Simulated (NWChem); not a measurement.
**AlH (SMILES [AlH]) at MP2/def2-TZVPPD**

Aim: the electronic atomisation energy of AlH at MP2/def2-TZVPPD, from 3 runs. 

Program for the calculation: NWChem 7.3.0.

20 further runs of the same task are left out: 20 set aside as unsound or not needed. Runs told in other sessions of the task aren't counted.

**1. Starting point**

AlH has 2 atoms, charge 0, and is taken as a singlet. SMILES: `[AlH]`. The shape is that of a PBE0-D4/def2-TZVP optimisation.

Bond lengths: Al1–H2 1.665 Å.

**2. Energy and forces at MP2/def2-TZVPPD**

Input file geom.nw:

```
start geom
memory total 2200 mb

geometry units angstroms noautosym nocenter noautoz
  Al       0.000000       0.000000      -0.025640
  H        0.000000       0.000000       1.639110
end

basis spherical bse
  * library def2-TZVPPD
end

scf
  thresh 1e-08
  maxiter 80
end

mp2
  freeze core 5
  tight
end

task mp2 gradient
```

Run with:

```console
$ nwchem geom.nw > geom.out
```

Output:

```text
[...]
  functions       =    65
[...]
  wavefunction    = RHF
[...]
         Total SCF energy =   -242.457935387729
      One-electron energy =   -345.568161888983
      Two-electron energy =     98.977891774120
 Nuclear repulsion energy =      4.132334727134
        Time for solution =      6.0s
[...]
          Total MP2 energy          -242.520234048887
[...]
                         mp2 ENERGY GRADIENTS
    atom               coordinates                        gradient
                 x          y          z           x          y          z
   1 Al      0.000000   0.000000  -0.048453   -0.000000  -0.000000  -0.003660
   2 H       0.000000   0.000000   3.097469    0.000000   0.000000   0.003660
[...]
```

It took 17 s on 1 thread of Intel Xeon Platinum 8259CL at 2.50GHz (Skylake/Cascade Lake), shared host; peak memory 0.12 GiB.

**3. The Al atom: the energy at UMP2/def2-TZVPPD**

Input file nw.nw:

```
start nw
title "Al energy"
memory 2200 mb
charge 0
geometry noautosym nocenter noautoz
Al       0.000000       0.000000       0.000000
end
basis spherical bse
* library def2-TZVPPD
end
scf
doublet
uhf
thresh 1e-08
maxiter 80
print medium
end
mp2
freeze core 5
tight
end
task mp2 energy
```

Run the same way, it converges to -241.91017 Eh (log not shown).

**4. The H atom: a single-point energy at UHF/def2-TZVPPD**

Input file geom.nw:

```
start geom
memory stack 880 mb heap 220 mb global 1100 mb

geometry units angstroms noautosym nocenter noautoz
  H     0.000000    0.000000    0.000000
end

basis spherical bse
  H library def2-TZVPPD
end

scf
  doublet
  uhf
  thresh 1e-08
  maxiter 80
  print low
end

task scf energy
```

Run the same way, it converges to -0.49981 Eh (log not shown).

**5. Results**

At MP2/def2-TZVPPD, 5 core orbitals frozen:

```
                                                           quantity          value
                                             molecule: total energy  -242.52023 Eh
  molecule: dipole moment (of the density that the program reports)         0.12 D
                      molecule: HOMO energy (Hartree–Fock orbitals)       -7.87 eV
                      molecule: LUMO energy (Hartree–Fock orbitals)        0.82 eV
                    molecule: HOMO–LUMO gap (Hartree–Fock orbitals)        8.69 eV
              molecule: correlation energy (5 core orbitals frozen)      -62.3 mEh
                                 molecule: largest force on an atom     0.188 eV/Å
                                              Al atom: total energy  -241.91017 Eh
Al atom: HOMO energy (Hartree–Fock orbitals) (highest over α and β)       -5.93 eV
 Al atom: LUMO energy (Hartree–Fock orbitals) (lowest over α and β)        0.69 eV
               Al atom: correlation energy (5 core orbitals frozen)      -35.7 mEh
                         Al atom: ⟨S²⟩ of the reference determinant          0.770
                                               H atom: total energy    -0.49981 Eh
                                                       H atom: ⟨S²⟩          0.750
                                      electronic atomisation energy       3.000 eV
```

In words: Taking the molecule apart into free atoms costs 3.00 eV (289 kJ/mol), before zero-point energy and without spin-orbit coupling.
